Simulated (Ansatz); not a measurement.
**CH6NSbSi: one species, many methods**

The task here is to estimate one member of a computed series from the others.

Method: functionals in def2-TZVPP, the program's frozen cores in correlated methods; program: Ansatz 0.2.0, Gaussian basis.

Plan: PBE-D4, r2SCAN-D4, PBE0-D4, B3LYP-D4, ωB97X-V, ωB97M-V, B2PLYP; CCSD(T)/def2-TZVPP; MP2/def2-QZVPP; extrapolation to the limit.

### The geometry

An earlier PBE0-D4 in a triple-zeta def2 set relaxation fixed the geometry. Sb takes the def2 core potential; no spin-orbit term is included.

SMILES `C1[NH][SbH][SiH2]1`, 10 atoms, charge 0, spin multiplicity 1.

Atoms are counted from 1 here; the program's logs count them from 0.

Bond lengths: C1–N2 1.481 Å, C1–Si4 1.905 Å, C1–H5 1.094 Å, C1–H6 1.096 Å, N2–Sb3 2.090 Å, N2–H7 1.014 Å, Sb3–Si4 2.572 Å, Sb3–H8 1.716 Å, Si4–H9 1.492 Å, Si4–H10 1.492 Å. Angles: N2–C1–Si4 102.2°, N2–C1–H5 112.0°, N2–C1–H6 108.7°, Si4–C1–H5 116.5°, Si4–C1–H6 110.4°, H5–C1–H6 106.9°, C1–N2–Sb3 105.2°, C1–N2–H7 110.4°, Sb3–N2–H7 109.0°, N2–Sb3–Si4 68.3°, N2–Sb3–H8 91.3°, Si4–Sb3–H8 90.6°, C1–Si4–Sb3 77.9°, C1–Si4–H9 120.2°, C1–Si4–H10 111.0°, Sb3–Si4–H9 126.5°, Sb3–Si4–H10 109.6°, H9–Si4–H10 108.5°.

Set-up of the first run:

Input file in.yaml:

```yaml
crystal:
  periodic: [false, false, false]
  atoms:
    - {symbol: C, position_ang: [-0.634025, 0.438026, -0.557182]}
    - {symbol: N, position_ang: [-0.055810, -0.761396, -1.205803]}
    - {symbol: Sb, position_ang: [0.929736, -1.791280, 0.322458]}
    - {symbol: Si, position_ang: [0.502640, 0.665395, 0.954719]}
    - {symbol: H, position_ang: [-0.702608, 1.284327, -1.247093]}
    - {symbol: H, position_ang: [-1.655454, 0.206138, -0.234932]}
    - {symbol: H, position_ang: [0.620883, -0.490517, -1.910275]}
    - {symbol: H, position_ang: [-0.564421, -2.252854, 1.029208]}
    - {symbol: H, position_ang: [-0.056542, 1.164937, 2.245097]}
    - {symbol: H, position_ang: [1.698801, 1.486025, 0.606704]}
basis:
  gaussian: {orbitals: def2-TZVPP}
hamiltonian: {xc: pbe, dispersion: d4}
output: {forces: true, orbitals: {seedname: orbitals}}
```

On the command line:

```
ansatz run in.yaml --threads 4 --pin off --events-out ev --progress --plain --max-ram 10444MiB
```

Among the steps run: PBE-D4 (GGA); r2SCAN-D4 (meta-GGA); PBE0-D4 (hybrid); B3LYP-D4 (hybrid); ωB97X-V (range-separated); ωB97M-V (range-separated); B2PLYP (double hybrid); CCSD(T) in def2-TZVPP; MP2 in def2-QZVPP.

One of the session's tables, all rows but one given; the rest of the session is left out.

| method | atomisation energy (kcal/mol) |
| --- | --- |
| PBE-D4 | 758.4 |
| r2SCAN-D4 | 740.3 |
| PBE0-D4 | 742.3 |
| B3LYP-D4 | 746.9 |
| ωB97X-V | 751.7 |
| ωB97M-V | 743.8 |
| B2PLYP | 732.1 |
| HF/def2-TZVPP | 494.4 |
| MP2/def2-TZVPP | 718.9 |
| CCSD/def2-TZVPP | 704.2 |
| CCSD(T)/def2-TZVPP | ? |
| MP2/CBS | 745.7 |
| CCSD(T)/CBS | 745.1 |

Estimate the missing values for CCSD(T)/def2-TZVPP.

The run gave: atomisation energy (kcal/mol): 718.3. In the column «atomisation energy (kcal/mol)» it lies between CCSD/def2-TZVPP (704.2) and MP2/def2-TZVPP (718.9).

Caveats from the session: Free atoms (1 C, 1 N, 1 Sb, 1 Si, 6 H) were run apart at each level; the atomisation energy is their sum less the molecule, without zero-point or spin-orbit terms.
